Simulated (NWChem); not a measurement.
# One shape, several levels: SnH4 (SMILES [SnH4])

Wanted: a comparison of 6 runs (HF/STO-3G, HF/3-21G, HF/def2-SVP, B3LYP/def2-SVP, PBE0/def2-SVP, r2SCAN/def2-SVPD) of SnH4. 

The calculation is run with NWChem 7.3.0.

5 further runs of the same task are left out: 3 that didn't finish, 2 set aside as unsound or not needed. Runs told in other sessions of the task aren't counted.

**1. The system as given**

SnH4 has 5 atoms, charge 0, and is taken as a singlet. As SMILES, `[SnH4]`. The shape is that of a PBE0-D4/def2-TZVP optimisation.

Bond lengths: Sn1–H2 1.704 Å, Sn1–H3 1.704 Å, Sn1–H4 1.704 Å, Sn1–H5 1.704 Å. Angles: H2–Sn1–H3 109.5°, H2–Sn1–H4 109.5°, H2–Sn1–H5 109.5°, H3–Sn1–H4 109.5°, H3–Sn1–H5 109.5°, H4–Sn1–H5 109.5°.

**2. Energy and gradient at HF/STO-3G (run 1)**

File mol.nw:

```
start mol
memory total 2200 mb

geometry units bohr noautosym nocenter noautoz
   Sn  0.00005669  0.00001890  0.00007559
   H   1.55698315 -1.61284345  2.31102167
   H  -2.95479467  0.76235331  1.02638585
   H  -0.22073891 -1.84174598 -2.63142473
   H   1.61849373  2.69217943 -0.70607727
end

basis spherical bse
   Sn library STO-3G
   H library STO-3G
end

scf
   thresh 1e-08
   maxiter 80
end

task scf gradient
```

Run with:

```bash
$ nwchem mol.nw > mol.out
```

What it wrote:

```text
[...]
  functions       =    31
[...]
  wavefunction    = RHF
[...]
         Total SCF energy =  -5965.611524416975
      One-electron energy =  -8375.634807149972
      Two-electron energy =   2346.762170580743
 Nuclear repulsion energy =     63.261112152254
        Time for solution =      2.0s
[...]
                         RHF ENERGY GRADIENTS
    atom               coordinates                        gradient
                 x          y          z           x          y          z
   1 Sn      0.000057   0.000019   0.000076    0.000006   0.000005   0.000010
   2 H       1.556983  -1.612843   2.311022    0.012324  -0.012755   0.018267
   3 H      -2.954795   0.762353   1.026386   -0.023367   0.006028   0.008096
   4 H      -0.220739  -1.841746  -2.631425   -0.001759  -0.014567  -0.020799
   5 H       1.618494   2.692179  -0.706077    0.012797   0.021290  -0.005574
[...]
```

Wall time 3.3 s (1 thread of Intel Xeon Platinum 8259CL at 2.50GHz (Skylake/Cascade Lake), shared host); peak memory 0.099 GiB.

**3. Energy and forces at HF/3-21G (run 2)**

File m1.nw:

```
start m1
memory 2200 mb
geometry units au noautosym nocenter noautoz
 Sn  0.00005669  0.00001890  0.00007559
 H   1.55698315 -1.61284345  2.31102167
 H  -2.95479467  0.76235331  1.02638585
 H  -0.22073891 -1.84174598 -2.63142473
 H   1.61849373  2.69217943 -0.70607727
end
basis "ao basis" spherical bse
 * library 3-21G
end
scf
 thresh 1e-08
 maxiter 80
end
task scf gradient
```

Run with:

```bash
$ nwchem m1.nw > m1.out
```

What it wrote:

```text
[...]
  functions       =    39
[...]
  wavefunction    = RHF
[...]
         Total SCF energy =  -5998.546470878197
      One-electron energy =  -8401.515716275526
      Two-electron energy =   2339.708133245074
 Nuclear repulsion energy =     63.261112152254
        Time for solution =      3.1s
[...]
                         RHF ENERGY GRADIENTS
    atom               coordinates                        gradient
                 x          y          z           x          y          z
   1 Sn      0.000057   0.000019   0.000076    0.000001   0.000003   0.000004
   2 H       1.556983  -1.612843   2.311022   -0.004907   0.005092  -0.007303
   3 H      -2.954795   0.762353   1.026386    0.009331  -0.002408  -0.003257
   4 H      -0.220739  -1.841746  -2.631425    0.000687   0.005815   0.008319
   5 H       1.618494   2.692179  -0.706077   -0.005112  -0.008501   0.002237
[...]
```

Wall time 4.5 s (1 thread of Intel Xeon Platinum 8259CL at 2.50GHz (Skylake/Cascade Lake), shared host); peak memory 0.099 GiB.

**4. Energy and forces at HF/def2-SVP (core potential) (run 3)**

File mol.nw:

```
start mol
memory 2200 mb
charge 0

geometry units angstroms noautosym nocenter noautoz
  Sn     0.000030     0.000010     0.000040
  H      0.823920    -0.853480     1.222940
  H     -1.563610     0.403420     0.543140
  H     -0.116810    -0.974610    -1.392490
  H      0.856470     1.424640    -0.373640
end

basis spherical bse
  * library def2-SVP
end

ecp bse
  Sn library def2-SVP
end

scf
  thresh 1e-08
  maxiter 80
  print medium
end

task scf gradient
```

Run with:

```bash
$ nwchem mol.nw > mol.out
```

What it wrote:

```text
[...]
  functions       =    46
[...]
  wavefunction    = RHF
[...]
         Total SCF energy =   -215.633127013783
      One-electron energy =   -434.951077006672
      Two-electron energy =    190.843977965271
 Nuclear repulsion energy =     28.473972027619
        Time for solution =      3.2s
[...]
                         RHF ENERGY GRADIENTS
    atom               coordinates                        gradient
                 x          y          z           x          y          z
   1 Sn      0.000057   0.000019   0.000076    0.000002   0.000003   0.000005
   2 H       1.556983  -1.612843   2.311022   -0.000760   0.000795  -0.001147
   3 H      -2.954794   0.762353   1.026386    0.001460  -0.000377  -0.000524
   4 H      -0.220739  -1.841746  -2.631425    0.000099   0.000908   0.001310
   5 H       1.618494   2.692179  -0.706077   -0.000801  -0.001330   0.000357
[...]
```

Run time: 4.8 s. Hardware: 1 thread of Intel Xeon Platinum 8259CL at 2.50GHz (Skylake/Cascade Lake), shared host; peak memory 0.098 GiB.

Runs 4 to 5 aren't shown in full; the table further down has their settings and results.

**5. Energy and forces at r2SCAN/def2-SVPD (core potential) (run 6)**

File run.nw:

```
start run
title "H4Sn"
memory stack 880 mb heap 220 mb global 1100 mb
geometry units angstroms noautosym nocenter noautoz
  Sn     0.000030     0.000010     0.000040
  H      0.823920    -0.853480     1.222940
  H     -1.563610     0.403420     0.543140
  H     -0.116810    -0.974610    -1.392490
  H      0.856470     1.424640    -0.373640
end
basis spherical bse
  * library def2-SVPD
end
ecp bse
  Sn library def2-SVPD
end
dft
  xc r2scan
  grid xfine
  convergence energy 1e-08
  maxiter 100
  mulliken
end
task dft gradient
```

Run with:

```bash
$ nwchem run.nw > run.out
```

What it wrote:

```text
[...]
          Wavefunction type:  closed shell.
          No. of atoms     :     5
          No. of electrons :    26
[...]
          Charge           :     0
          Spin multiplicity:     1
[...]
          AO basis - number of functions:    64
[...]
              XC Information
              --------------
                      r^2SCAN Method XC Functional
               r^2SCAN metaGGA Exchange Functional  1.000
                     r^2SCAN Correlation Potential  1.000
[...]
 d= 0,ls=0.0,diis     1   -216.7161518365 -2.45D+02  9.48D-03  6.28D-02     5.2
[...]
 d= 0,ls=0.0,diis     7   -216.7300994036 -9.10D-10  1.32D-07  2.72D-11    29.7
         Total DFT energy =     -216.730099403578
      One electron energy =     -435.237228804747
           Coulomb energy =      209.587493696716
    Exchange-Corr. energy =      -19.554336323166
 Nuclear repulsion energy =       28.473972027619
[...]
  wavefunction    = closed shell
                         DFT ENERGY GRADIENTS
    atom               coordinates                        gradient
                 x          y          z           x          y          z
   1 Sn      0.000057   0.000019   0.000076    0.000001   0.000002   0.000003
   2 H       1.556983  -1.612843   2.311022   -0.000545   0.000572  -0.000826
   3 H      -2.954794   0.762353   1.026386    0.001051  -0.000271  -0.000379
   4 H      -0.220739  -1.841746  -2.631425    0.000070   0.000653   0.000944
   5 H       1.618494   2.692179  -0.706077   -0.000576  -0.000957   0.000258
[...]
```

Run time: 39 s. Hardware: 1 thread of Intel Xeon Platinum 8259CL at 2.50GHz (Skylake/Cascade Lake), shared host; peak memory 0.13 GiB.

**6. The series**

```
run                              level  core potential  iteration cap   energy (Eh)  dipole moment (D)  HOMO energy (eV)  LUMO energy (eV)  wall time
  1                          HF/STO-3G               –             80  -5965.611524               0.00            -10.24             12.79      3.3 s
  2                           HF/3-21G               –             80  -5998.546471               0.00            -12.15              4.16      4.5 s
  3       HF/def2-SVP (core potential)        def2-SVP             80   -215.633127               0.00            -12.15              3.72      4.8 s
  4    B3LYP/def2-SVP (core potential)        def2-SVP            100   -216.733520               0.00             -8.91              0.80       18 s
  5     PBE0/def2-SVP (core potential)        def2-SVP            100   -216.653766               0.00             -9.12              1.03       17 s
  6  r2SCAN/def2-SVPD (core potential)       def2-SVPD            100   -216.730099               0.00             -8.25             -0.23       39 s
```

**7. Summary of results**

| quantity | value |
| --- | --- |
| run 6: total energy | -216.73010 Eh |
| run 6: dipole moment | 0.00 D |
| run 6: HOMO energy | -8.25 eV |
| run 6: LUMO energy | -0.23 eV |
| run 6: HOMO–LUMO gap | 8.02 eV |
| run 6: largest force on an atom | 0.059 eV/Å |

The HOMO–LUMO gap runs from 8.02 eV (r2SCAN/def2-SVPD) to 23.03 eV (HF/STO-3G). The two ends differ in method and basis and core potential. Totals of different functionals can't be ranked against each other. Some runs of one species differ in core potentials or relativity; totals across that change don't compare. In run 1 the basis is minimal, so the values are rough. In runs 1, 2 relativity is left out where basis or elements ask for it. All runs together took 87 s, the longest 39 s.
